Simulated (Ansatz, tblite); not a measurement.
# Cyclo-(H2GeS)2 (Ge₂H₄S₂): one state, many levels

An exercise on one series of results from a longer session: the logs are not shown, and one member is left open.

The runs use Ansatz 0.2.0, Gaussian basis; as each input shows.

Levels to be run: GFN1-xTB, GFN2-xTB, PBE-D4/def2-TZVP, r2SCAN-D4/def2-TZVP, LC-ωPBE/def2-TZVP, r2SCANh-D4/def2-TZVP, CAM-B3LYP-D4/def2-TZVP, BHLYP-D4/def2-TZVP, B97M-V/def2-TZVP, r2SCAN0-D4/def2-TZVP, HF/def2-TZVP, PBE-D4/def2-SVP, PBE0-D4/def2-SVP, HF/STO-3G, PBE0-D4/def2-TZVPD, PBE-D4/def2-TZVPD, r2SCAN-D4/def2-TZVPD, CCSD(T)/def2-TZVP, RPA/def2-TZVP.

### The relaxed structure

The singlet was relaxed beforehand with PBE0-D4/def2-SVP.

8 atoms, charge 0, spin multiplicity 1.

Bond lengths: Ge1–H2 1.538 Å, Ge1–H3 1.538 Å, Ge1–S4 2.243 Å, Ge1–S8 2.243 Å, S4–Ge5 2.243 Å, Ge5–H6 1.538 Å, Ge5–H7 1.538 Å, Ge5–S8 2.243 Å. Angles: H2–Ge1–H3 111.3°, H2–Ge1–S4 111.9°, H2–Ge1–S8 111.9°, H3–Ge1–S4 111.9°, H3–Ge1–S8 111.9°, S4–Ge1–S8 97.2°, Ge1–S4–Ge5 82.8°, S4–Ge5–H6 111.9°, S4–Ge5–H7 111.9°, S4–Ge5–S8 97.2°, H6–Ge5–H7 111.3°, H6–Ge5–S8 111.9°, H7–Ge5–S8 111.9°, Ge1–S8–Ge5 82.8°.

PBE0-D4/def2-TZVP was run before; its log isn't repeated, and its numbers join the tables.

The first run:

Tight binding, by tblite at 300 K electronic temperature and without a spin-polarisation term:

```python
tblite.interface.Calculator('GFN1-xTB', numbers, positions, charge=0, uhf=0).singlepoint()
```

Tight binding, by tblite at 300 K electronic temperature and without a spin-polarisation term:

```python
tblite.interface.Calculator('GFN2-xTB', numbers, positions, charge=0, uhf=0).singlepoint()
```

start.molden holds the orbitals of an earlier run on this state, given as this run's starting guess.

Contents of in.yaml:

```yaml
crystal:
  periodic: [false, false, false]
  atoms:
    - {symbol: Ge, position_ang: [1.427237, 0.044445, 0.400980]}
    - {symbol: H, position_ang: [2.142475, -1.069879, 1.182908]}
    - {symbol: H, position_ang: [2.381893, 1.208929, 0.089116]}
    - {symbol: S, position_ang: [-0.430011, 0.742092, 1.448340]}
    - {symbol: Ge, position_ang: [-1.427215, -0.044233, -0.401074]}
    - {symbol: H, position_ang: [-2.379385, -1.210352, -0.087650]}
    - {symbol: H, position_ang: [-2.145297, 1.068286, -1.182936]}
    - {symbol: S, position_ang: [0.430302, -0.739296, -1.449673]}
basis:
  gaussian: {orbitals: def2-TZVP, initial_orbitals: start.molden}
hamiltonian: {xc: pbe, dispersion: d4}
scf: {omitted_lower_state_checks: [starts]}
output: {forces: true, orbitals: {seedname: orbitals}}
```

Launch:

```
$ ansatz run in.yaml --threads 2 --pin off --events-out ev --progress --plain --max-ram 32768MiB --backend cpu
```

Among the steps run: PBE-D4/def2-TZVP; r2SCAN-D4/def2-TZVP; LC-ωPBE/def2-TZVP; r2SCANh-D4/def2-TZVP; CAM-B3LYP-D4/def2-TZVP; BHLYP-D4/def2-TZVP; B97M-V/def2-TZVP; r2SCAN0-D4/def2-TZVP; HF/def2-TZVP; PBE-D4/def2-SVP; PBE0-D4/def2-SVP; HF/STO-3G; PBE0-D4/def2-TZVPD; PBE-D4/def2-TZVPD; r2SCAN-D4/def2-TZVPD; CCSD(T)/def2-TZVP; RPA/def2-TZVP.

One of the session's tables, all rows but one given; the rest of the session is left out.

```
                 level  HOMO (eV)  LUMO (eV)  gap (eV)
             HF/STO-3G      -6.85       8.75     15.60
          HF/def2-TZVP     -10.12       2.15     12.27
       PBE-D4/def2-SVP      -6.07      -1.78      4.29
      PBE-D4/def2-TZVP      -6.16      -2.06      4.10
     PBE-D4/def2-TZVPD      -6.19      -2.18      4.01
   r2SCAN-D4/def2-TZVP      -6.44      -1.85      4.60
  r2SCAN-D4/def2-TZVPD      -6.45      -1.91      4.54
      B97M-V/def2-TZVP      -6.57      -1.85      4.72
  r2SCANh-D4/def2-TZVP      -6.88      -1.52      5.36
      PBE0-D4/def2-SVP          ?          ?         ?
     PBE0-D4/def2-TZVP      -7.35      -1.16      6.19
    PBE0-D4/def2-TZVPD      -7.37      -1.32      6.04
  r2SCAN0-D4/def2-TZVP      -7.54      -1.05      6.49
    BHLYP-D4/def2-TZVP      -8.41      -0.22      8.19
CAM-B3LYP-D4/def2-TZVP      -8.62      -0.16      8.46
     LC-ωPBE/def2-TZVP      -9.99       1.00     10.99
```

Estimate the missing values for PBE0-D4/def2-SVP.

As computed: HOMO (eV): -7.31; LUMO (eV): -1.00; gap (eV): 6.32. In the column «HOMO (eV)» it lies between PBE0-D4/def2-TZVP (-7.35) and r2SCANh-D4/def2-TZVP (-6.88).
